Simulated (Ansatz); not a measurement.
# GeH: the cost of one run

Computed with Ansatz 0.2.0, Gaussian basis. Level: def2-QZVPP, all electrons in the functionals, frozen cores in the correlation of double hybrids and RPA.

Plan: wB97M-V, B2PLYP, at charge 0, quartet; charge 0, doublet; charge 0, sextet; charge 1, triplet; charge 1, quintet.

10 further runs of the same task are left out: 10 set aside as unsound or not needed.

**1. The geometry**

The geometry is a PBE0/def2-TZVP stationary point (not a proven minimum). No spin-orbit coupling is included. The filled d shell of Ge may be among the frozen orbitals whatever the setting's name suggests; the logs give the count.

2 atoms, charge 0, spin multiplicity 4.

Atoms are counted from 1 here; the program's logs count them from 0.

Bond lengths: Ge1–H2 1.572 Å.

No dispersion term is added; wB97M-V holds VV10 nonlocal correlation.

The geometry shown and the zero of energy belong to the point charge 0, quartet. The yardstick, RCCSD(T), and other wave-function levels (R restricted, U unrestricted, valence and pair active spaces) come from earlier runs.

**2. wB97M-V, charge 0, quartet**

The input, in.yaml:

```yaml
crystal:
  periodic: [false, false, false]
  atoms:
    - {symbol: Ge, position_ang: [0.000000, 0.000000, 0.000000]}
    - {symbol: H, position_ang: [0.000000, 0.000000, 1.571873]}
basis:
  gaussian: {orbitals: "def2-QZVPP.json"}
magnetization: {spin_polarized: true, initial_magnetization: 3}
hamiltonian: {xc: {name: wB97M-V}}
output: {orbitals: {seedname: orbitals}}
```

Launch:

```
ansatz run in.yaml --threads 1 --pin off --events-out ev --progress --plain --max-ram 2393MiB
```

**Question.** How long does this run take on 1 thread of Arm Neoverse V1, shared host, and how much memory does it need?

About 9 s, with a peak of 0.25 GiB.
